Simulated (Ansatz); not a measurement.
## CaMg5, space group P-62m: a comparison of functionals at one structure, step by step

Program: Ansatz 0.2.0 through its Python package.

The cells in order, each with its output:

**Cell 1**
```python
import csv

import ansatz as az
```

**Cell 2**
```python
config = {
    "smearing": "cold",
}
```

**Cell 3**
```python
crystal = (
    az.Lattice.of((5.844227, 0.0, 0.0), (-2.922113, 5.061249, 0.0), (0.0, 0.0, 5.170898))
    .atom("Ca", (0.0, 0.0, 0.5))
    .atom("Mg", (0.0, 0.60751, 0.0))
    .atom("Mg", (0.60751, 0.0, 0.0))
    .atom("Mg", (0.39249, 0.39249, 0.0))
    .atom("Mg", (2 / 3, 1 / 3, 0.5))
    .atom("Mg", (1 / 3, 2 / 3, 0.5))
)
```

**Cell 4**
```python
len(crystal.resolved().sites)
```
Output:
```text
6
```

**Cell 5**
```python
calculation = crystal.calculation()
calculation = calculation.pseudopotentials("paw")
calculation = calculation.kpoints(4)
calculation = calculation.occupations(config["smearing"], width=150 * az.meV)
calculation = calculation.stress()

rows = []
for value in ["pbesol", "lda", "blyp"]:
    summary = calculation.functional(value).run(threads=1).report
    rows.append((value, summary["free_energy_ev"] / len(summary["lattice"]["sites"]), summary["n_iterations"], sum(summary["stress_gpa"][i][i] for i in range(3)) / 3, summary["n_kpoints"]))

with open("xc.csv", "w", newline="") as handle:
    writer = csv.writer(handle)
    writer.writerow(["functional", "F/atom (eV)", "iterations", "P (GPa)", "k-points"])
    writer.writerows([round(v, 5) if isinstance(v, float) else v for v in row] for row in rows)
print(open("xc.csv").read())
```
Output:
```text
DeckWarning: basis.ecutwfc = 420 eV, auto-derived from the records' recommended cutoffs: set by Ca (normal level)
functional,F/atom (eV),iterations,P (GPa),k-points
pbesol,-1892.37213,7,-0.45226,12
lda,-1880.1441,7,-1.85634,12
blyp,-1909.4645,8,0.89087,12
```

From lowest to highest: LDA (-1.9 GPa), PBEsol (-0.5 GPa) and BLYP (0.9 GPa). At a fixed cell a lower pressure usually means a smaller equilibrium volume, so LDA prefers the smallest cell and BLYP the largest.

BLYP can be off by several per cent in the lattices of metals, and by several GPa in the pressure at a fixed cell. For a metal this k-point mesh is coarse: on a finer one energies can move by several to tens of meV an atom and pressures by half a GPa or more, differences at one mesh by less. Pressure is positive in compression. This cell is a computed structure, which may not be the phase found in nature. Warnings are shown shortened and without file and line. Total energies of different functionals can't be compared; pressures, moments and gaps at this one structure can. It ran for 15 s on 1 thread of Arm Neoverse V1, on a shared host, peak memory 0.4 GiB.
